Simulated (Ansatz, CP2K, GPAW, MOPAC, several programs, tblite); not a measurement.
## What each method gives for MgSnSb2 (ordering on zincblende)

An ordered 4-atom cell of MgSnSb2 on the zincblende lattice (P-4m2), relaxed with r2SCAN in Ansatz, was computed with several methods. The symmetry is P-4m2 (No. 115, tetragonal); a = 4.600 Å, c = 6.555 Å in the conventional setting, 34.68 Å³ an atom. Mg has 4 Sb at 2.80 Å; Sb has 2 Mg at 2.80 Å and 2 Sn at 2.85 Å; Sn has 4 Sb at 2.85 Å. The cell comes from a prototype generator: it can be a known phase or a hypothetical one. Spin polarisation is off.

```
Mg Sb Sn
1.0
     4.60048    0.00000    0.00000
     0.00000    4.60048    0.00000
     0.00000    0.00000    6.55524
Mg Sb Sn
1 2 1
Direct
  0.00000 0.00000 0.00000
  0.00000 0.50000 0.24288
  0.50000 0.00000 0.75712
  0.50000 0.50000 0.50000
```

Gaps and times are for a single point on this cell; volume and bulk modulus come from each method's own relaxation or energy curve at fixed shape, which is too stiff where a cell has free coordinates or axes. Times are rough, from shared hosts (Intel Xeon Platinum 8375C CPU @ 2.90GHz), and each method has its own mesh and cell size. A double dagger marks a value from a curve with shape and coordinates held. PM7 (MOPAC): levels, charges or heat of formation failed a check of plausibility, so no values are given. PM6 (MOPAC), PM7 (MOPAC), GFN1-xTB (tblite) treat a cluster of cells at its zone centre, which samples few k points: where these miss a band edge, the gap comes out too large for that reason alone. Gaps from k meshes are read at a limited set of points (mesh, symmetry points, PBE's band edges), so each method's own least gap may be somewhat smaller. xTB and the PM methods were fitted mostly to molecules, and can miss a solid's gap by electronvolts. Minimal bases can be far off for gaps. d marks a direct gap, i an indirect one (no mark: not told apart), a dash a value that wasn't computed or didn't pass its checks.

```
                              method              kind      gap (eV)  own volume (Å³/atom)  bulk modulus (GPa)  atoms computed  processor time
light PBE (260 eV and a coarse mesh)  light plane-wave  overlap 0.11                     –                   –               4           1.9 s
                         PM7 (MOPAC)    semi-empirical             –                     –                   –              32           2.1 s
                   GFN1-xTB (tblite)     tight binding             0                32.10‡                 55‡              32           2.1 s
                         PM6 (MOPAC)    semi-empirical          3.95                     –                   –              32           3.1 s
                                 PBE         semilocal  overlap 0.15                 35.76                 36‡               4            15 s
                      PBE/SZV (CP2K)       small basis             0                     –                   –               4            16 s
              PBE/single zeta (GPAW)       small basis  overlap 0.18                     –                   –               4            17 s
                     PBE/DZVP (CP2K)       small basis  overlap 0.20                     –                   –               4            26 s
                              r2SCAN         semilocal             0                 34.68                 40‡               4            34 s
```

Volumes against r2SCAN's: PBE +3.1 %.

Runs without a result: GFN2-xTB (tblite) (single point).

With PBE and r2SCAN the bands overlap or touch, or nearly. Semilocal functionals can close a real gap, so this doesn't show a metal; small gaps of other methods may in turn close between the points read or with spin-orbit coupling, and the solid may be a semimetal.

Spin-orbit coupling is left out, which matters wherever the heavy atoms make up the band edges.
